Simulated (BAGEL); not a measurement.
# C2H6BN− (SMILES [BH2-]/C=N/C): ROHF/cc-pVDZ (density fitting with qzvpp-jkfit)

What is the vertical doublet–quartet gap of C2H6BN− at ROHF/cc-pVDZ (density fitting with qzvpp-jkfit)? 

The results are computed with BAGEL 1.2.2.

2 further runs of the same task are left out: 2 set aside as unsound or not needed.

## 1. Starting point

The species is C2H6BN− (10 atoms), meant as a doublet with charge -1. As SMILES, `[BH2-]/C=N/C`. Geometry: relaxed at GFN2-xTB.

Bond lengths: B1–C2 1.490 Å, C2–N3 1.333 Å, N3–C4 1.420 Å, B1–H5 1.205 Å, B1–H6 1.194 Å, C2–H7 1.124 Å, C4–H8 1.107 Å, C4–H9 1.107 Å, C4–H10 1.116 Å. Some angles: B1–C2–N3 127.0°, C2–N3–C4 117.8°, B1–C2–H7 117.8°, N3–C2–H7 115.3°, C2–B1–H5 119.4°, C2–B1–H6 123.5°, N3–C4–H8 110.8°, N3–C4–H9 110.9°, N3–C4–H10 114.6°, H5–B1–H6 117.1°.

## 2. A single-point energy at ROHF/cc-pVDZ (density fitting with qzvpp-jkfit)

input.json reads:

```json
{ "bagel" : [

{
  "title" : "molecule",
  "basis" : "cc-pvdz.json",
  "df_basis" : "qzvpp-jkfit",
  "angstrom" : true,
  "geometry" : [
    { "atom" : "B", "xyz" : [      -1.110940,       1.441700,      -1.010710 ] },
    { "atom" : "C", "xyz" : [      -0.133440,       0.497140,      -0.400790 ] },
    { "atom" : "N", "xyz" : [      -0.393290,      -0.464890,       0.484350 ] },
    { "atom" : "C", "xyz" : [       0.693430,      -1.257720,       0.939720 ] },
    { "atom" : "H", "xyz" : [      -0.724540,       2.264310,      -1.802040 ] },
    { "atom" : "H", "xyz" : [      -2.278480,       1.434020,      -0.759770 ] },
    { "atom" : "H", "xyz" : [       0.944310,       0.589060,      -0.706910 ] },
    { "atom" : "H", "xyz" : [       0.516500,      -2.329220,       0.724970 ] },
    { "atom" : "H", "xyz" : [       0.804860,      -1.180600,       2.038650 ] },
    { "atom" : "H", "xyz" : [       1.681590,      -0.993810,       0.492530 ] }
  ]
},

{
  "title" : "rohf",
  "charge" : -1,
  "nopen" : 1
},

{
  "title" : "print",
  "file" : "orbitals.molden",
  "orbitals" : true
}

]}
```

The basis set cc-pVDZ is read from a file made from the Basis Set Exchange's data (not shown).

Command:

```console
$ BAGEL_NUM_THREADS=1 BAGEL input.json > input.out
```

Log:

```text
* using 1 threads per process

  ===============================================================
  ===============================================================

  *** Geometry ***

  { "atom" : "B", "xyz" : [     -2.099372,      2.724418,     -1.909965 ] },
  { "atom" : "C", "xyz" : [     -0.252165,      0.939458,     -0.757383 ] },
  { "atom" : "N", "xyz" : [     -0.743210,     -0.878515,      0.915289 ] },
  { "atom" : "C", "xyz" : [      1.310393,     -2.376746,      1.775813 ] },
  { "atom" : "H", "xyz" : [     -1.369182,      4.278926,     -3.405362 ] },
  { "atom" : "H", "xyz" : [     -4.305703,      2.709905,     -1.435757 ] },
  { "atom" : "H", "xyz" : [      1.784487,      1.113162,     -1.335866 ] },
  { "atom" : "H", "xyz" : [      0.976044,     -4.401588,      1.369995 ] },
  { "atom" : "H", "xyz" : [      1.520965,     -2.231011,      3.852490 ] },
  { "atom" : "H", "xyz" : [      3.177745,     -1.878029,      0.930747 ] },

  Number of auxiliary basis functions:      410

  Since a DF basis is specified, we compute 2- and 3-index integrals:
    o Being stored without compression. Storage requirement is 0.024 GB

  Number of basis functions:       86
  Number of electrons      :       30

    * METHOD: MOLECULE                             0.16

  *** Open-shell HF ***

  === Nuclear Repulsion ===
   102.1864581488

      * DIIS with orbital gradients will be used.

  === ROHF iteration (cc-pvdz.json) ===
      0       -158.08020445          0.03393748           0.08
      1       -158.24141815          0.01965356           0.09
      2       -158.27315116          0.01210741           0.08
      3       -158.29626272          0.00198083           0.08
      4       -158.29688129          0.00063580           0.09
      5       -158.29698372          0.00020911           0.08
      6       -158.29702159          0.00017722           0.09
      7       -158.29704936          0.00015043           0.09
      8       -158.29712223          0.00008468           0.09
      9       -158.29712717          0.00006190           0.08
     10       -158.29713567          0.00002604           0.08
     11       -158.29713409          0.00000988           0.08
     12       -158.29713452          0.00000405           0.08
     13       -158.29713421          0.00000196           0.08
     14       -158.29713425          0.00000057           0.08
     15       -158.29713423          0.00000033           0.08
     16       -158.29713423          0.00000015           0.09
     17       -158.29713423          0.00000004           0.08
     18       -158.29713422          0.00000002           0.08
     19       -158.29713422          0.00000001           0.08
    * SCF iteration converged.

    * S^2 (ROHF) is 0.7500

    * Permanent dipole moment:
           (   -1.435343,     1.298052,    -0.818323) a.u.

    * METHOD: ROHF                                 1.81

    * METHOD: PRINT                                0.01

  ===============================================================
```

It took 2.1 s on 1 thread of Arm Neoverse V2, shared host; peak memory 0.1 GiB.

## 3. The quartet, same level

input.json reads:

```json
{ "bagel" : [

{
  "title" : "molecule",
  "basis" : "cc-pvdz.json",
  "df_basis" : "qzvpp-jkfit",
  "angstrom" : true,
  "geometry" : [
    { "atom" : "B", "xyz" : [   -1.110940,    1.441700,   -1.010710 ] },
    { "atom" : "C", "xyz" : [   -0.133440,    0.497140,   -0.400790 ] },
    { "atom" : "N", "xyz" : [   -0.393290,   -0.464890,    0.484350 ] },
    { "atom" : "C", "xyz" : [    0.693430,   -1.257720,    0.939720 ] },
    { "atom" : "H", "xyz" : [   -0.724540,    2.264310,   -1.802040 ] },
    { "atom" : "H", "xyz" : [   -2.278480,    1.434020,   -0.759770 ] },
    { "atom" : "H", "xyz" : [    0.944310,    0.589060,   -0.706910 ] },
    { "atom" : "H", "xyz" : [    0.516500,   -2.329220,    0.724970 ] },
    { "atom" : "H", "xyz" : [    0.804860,   -1.180600,    2.038650 ] },
    { "atom" : "H", "xyz" : [    1.681590,   -0.993810,    0.492530 ] }
  ]
},
{ "title" : "rohf", "charge" : -1, "nopen" : 3 },
{ "title" : "print", "file" : "orbitals.molden", "orbitals" : true }

]}
```

The basis set cc-pVDZ is read from a file made from the Basis Set Exchange's data (not shown).

Command:

```console
$ BAGEL_NUM_THREADS=1 BAGEL input.json > input.out
```

Log:

```text
* using 1 threads per process

  ===============================================================
  ===============================================================

  *** Geometry ***

  { "atom" : "B", "xyz" : [     -2.099372,      2.724418,     -1.909965 ] },
  { "atom" : "C", "xyz" : [     -0.252165,      0.939458,     -0.757383 ] },
  { "atom" : "N", "xyz" : [     -0.743210,     -0.878515,      0.915289 ] },
  { "atom" : "C", "xyz" : [      1.310393,     -2.376746,      1.775813 ] },
  { "atom" : "H", "xyz" : [     -1.369182,      4.278926,     -3.405362 ] },
  { "atom" : "H", "xyz" : [     -4.305703,      2.709905,     -1.435757 ] },
  { "atom" : "H", "xyz" : [      1.784487,      1.113162,     -1.335866 ] },
  { "atom" : "H", "xyz" : [      0.976044,     -4.401588,      1.369995 ] },
  { "atom" : "H", "xyz" : [      1.520965,     -2.231011,      3.852490 ] },
  { "atom" : "H", "xyz" : [      3.177745,     -1.878029,      0.930747 ] },

  Number of auxiliary basis functions:      410

  Since a DF basis is specified, we compute 2- and 3-index integrals:
    o Being stored without compression. Storage requirement is 0.024 GB

  Number of basis functions:       86
  Number of electrons      :       30

    * METHOD: MOLECULE                             0.16

  *** Open-shell HF ***

  === Nuclear Repulsion ===
   102.1864581488

      * DIIS with orbital gradients will be used.

  === ROHF iteration (cc-pvdz.json) ===
      0       -157.84560544          0.03285048           0.08
      1       -158.03479670          0.01499532           0.09
      2       -158.07243348          0.00677283           0.09
      3       -158.08547648          0.00308529           0.08
      4       -158.09319519          0.00201111           0.09
      5       -158.09723233          0.00107422           0.08
      6       -158.09871779          0.00033263           0.08
      7       -158.09924512          0.00012836           0.09
      8       -158.09926689          0.00007151           0.09
      9       -158.09928352          0.00003646           0.08
     10       -158.09928676          0.00001590           0.08
     11       -158.09929143          0.00000611           0.08
     12       -158.09929194          0.00000550           0.08
     13       -158.09929214          0.00000560           0.08
     14       -158.09929224          0.00000551           0.09
     15       -158.09929219          0.00000543           0.08
     16       -158.09929215          0.00000542           0.08
     17       -158.09929217          0.00000493           0.09
     18       -158.09929199          0.00000440           0.09
     19       -158.09929183          0.00000384           0.08
     20       -158.09929143          0.00000324           0.08
     21       -158.09929162          0.00000163           0.08
     22       -158.09929170          0.00000106           0.08
     23       -158.09929179          0.00000049           0.08
     24       -158.09929176          0.00000039           0.08
     25       -158.09929176          0.00000028           0.08
     26       -158.09929176          0.00000023           0.09
     27       -158.09929175          0.00000010           0.09
     28       -158.09929173          0.00000003           0.09
     29       -158.09929174          0.00000001           0.08
     30       -158.09929174          0.00000001           0.09
    * SCF iteration converged.

    * S^2 (ROHF) is 3.7500

    * Permanent dipole moment:
           (   -2.151105,     2.824923,    -1.984953) a.u.

    * METHOD: ROHF                                 2.75

    * METHOD: PRINT                                0.01

  ===============================================================
```

Wall time 3.3 s (1 thread of Arm Neoverse V2, shared host); peak memory 0.1 GiB.

## 4. What came out

At ROHF/cc-pVDZ (density fitting with qzvpp-jkfit):

| quantity | value |
| --- | --- |
| doublet: total energy | -158.29713 Eh |
| doublet: ⟨S²⟩ | 0.750 |
| quartet: total energy | -158.09929 Eh |
| quartet: ⟨S²⟩ | 3.750 |
| vertical energy of the quartet above the doublet | 5.384 eV |

At this shape the quartet lies 5.38 eV (124 kcal/mol) above the doublet. For an anion a state so high probably lies above electron detachment.
